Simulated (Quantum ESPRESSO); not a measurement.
The system is AlN.

```
Al N
1.0
     3.10055    0.00000    0.00000
    -1.55027    2.68515    0.00000
     0.00000    0.00000    4.99311
Al N
2 2
Direct
  0.33333 0.66667 0.00000
  0.66667 0.33333 0.50000
  0.33333 0.66667 0.38000
  0.66667 0.33333 0.88000
```

| Item | Value |
| --- | --- |
| Program | Quantum ESPRESSO 7.5 |
| Task | phonons |
| Functional | LDA |
| Potentials or basis | PseudoDojo 0.4.1 SR LDA standard |
| Cutoff | 1143 eV |
| Density cutoff | 4572 eV |
| k mesh | 8 × 8 × 5 |
| Occupations | fermi-dirac, width 0.05 eV |
| Spin | no spin polarisation |
| Form of the LDA correlation | PW92 |
| Mixing beta | 0.5 |
| Most SCF iterations | 120 |
| SCF threshold | 8e-10 Ry |

The atoms were relaxed first, and the response was taken there.

```
Al N
1.0
     3.10055    0.00000    0.00000
    -1.55027    2.68515    0.00000
     0.00000    0.00000    4.99311
Al N
2 2
Direct
  0.33333 0.66667 0.99964
  0.66667 0.33333 0.49964
  0.33333 0.66667 0.38036
  0.66667 0.33333 0.88036
```

The first run showed a gap, so the response started from a second, tighter run with fixed occupations.

Problem. Which infrared line is the strongest?

Solution. The E1 mode at 661 cm⁻¹, with 63.2 (D/Å)²/amu summed over its components.

Optical modes at Γ, degenerate ones joined, polar ones without the macroscopic field:
| cm⁻¹ | components | symmetry | active in | IR intensity, summed ((D/Å)²/amu) |
| --- | --- | --- | --- | --- |
| 241 | 2 | E2 | Raman | 0.00 |
| 543 | 1 | B1 | silent | 0.00 |
| 605 | 1 | A1 | IR and Raman | 35.63 |
| 647 | 2 | E2 | Raman | 0.00 |
| 661 | 2 | E1 | IR and Raman | 63.17 |
| 716 | 1 | B1 | silent | 0.00 |

Zone-centre frequencies without and with the macroscopic field along z (cm⁻¹):
```
                      optical modes in rising order
       without  241 241 543 605 647 647 661 661 716
with the field  241 241 543 647 647 661 661 716 873
```

Born effective charge tensors (e):
atom 1, Al
```
2.51 0.00 0.00
0.00 2.51 0.00
0.00 0.00 2.67
```
atom 2, Al
```
2.51 0.00 0.00
0.00 2.51 0.00
0.00 0.00 2.67
```
atom 3, N
```
-2.51  0.00  0.00
 0.00 -2.51  0.00
 0.00  0.00 -2.67
```
atom 4, N
```
-2.51  0.00  0.00
 0.00 -2.51  0.00
 0.00  0.00 -2.67
```

Electronic dielectric tensor:
```
4.39 0.00 0.00
0.00 4.39 0.00
0.00 0.00 4.61
```

Static dielectric tensor, electrons and zone-centre modes:
```
8.10 0.00 0.00
0.00 8.10 0.00
0.00 0.00 9.61
```

Caveat: the cell is more than 3 GPa from zero pressure, which shifts response properties; on a mesh that holds Γ this program's dielectric tensor can be off by some percent beyond the error of the mesh.
